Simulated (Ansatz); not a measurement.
# Cd (bcc type): the cost of one run

Program: Ansatz 0.2.0. Level of theory: DFT LDA, with the methods named in each step. These are calculated values, not measurements.

1 further run of the same task is left out (set aside as unsound or not needed). Runs told in other sessions of the task aren't counted.

### 1 The structure to begin with

The structure is cubic, space group Im-3m (No. 229). The conventional cell has a = 3.436 Å, b = 3.436 Å, c = 3.436 Å, α = 90.00°, β = 90.00°, γ = 90.00°. Cd (site symmetry m-3m) is surrounded by 8 Cd at 2.98 Å.

As a file:

```cif
data_structure
_symmetry_space_group_name_H-M 'Im-3m'
_symmetry_Int_Tables_number 229
_cell_length_a 3.4357
_cell_length_b 3.4357
_cell_length_c 3.4357
_cell_angle_alpha 90.000
_cell_angle_beta 90.000
_cell_angle_gamma 90.000
_cell_volume 40.55
loop_
_atom_site_label
_atom_site_type_symbol
_atom_site_symmetry_multiplicity
_atom_site_Wyckoff_symbol
_atom_site_fract_x
_atom_site_fract_y
_atom_site_fract_z
_atom_site_occupancy
Cd1 Cd 2 a 0.00000 0.00000 0.00000 1
```

The file gives the conventional cell by its symmetry; the runs use the cell typed in the input.

Whether this phase is the stable one at these pressures isn't tested.

### 2 Cell relaxed at zero pressure, PAW

input.yaml

```yaml
crystal:
  lattice:
    - [-1.7178341677, 1.7178341677, 1.7178341677]
    - [1.7178341677, -1.7178341677, 1.7178341677]
    - [1.7178341677, 1.7178341677, -1.7178341677]
  atoms:
    - { symbol: Cd, position: [0.0, 0.0, 0.0] }
kpoints:
  mp_grid: { grid: [15, 15, 15] }
scf:
  occupations: { method: fermi_dirac, width: 0.1 }
hamiltonian:
  xc: lda
  pseudopotentials: { kind: paw }
output:
  forces: true
  stress: true
relax:
  f_tol: 0.005
  max_steps: 40
  cell: {}
```

The run is started by

```bash
> ansatz run input.yaml --threads 1 --pin off --max-ram 2048MiB --backend cpu --events-out ev --progress --plain --runs-dir out
```

**Question.** How long does this run take on 1 thread of Arm Neoverse V1, shared host, and how much memory does it need?

About 5.7 s, with a peak of 0.28 GiB.
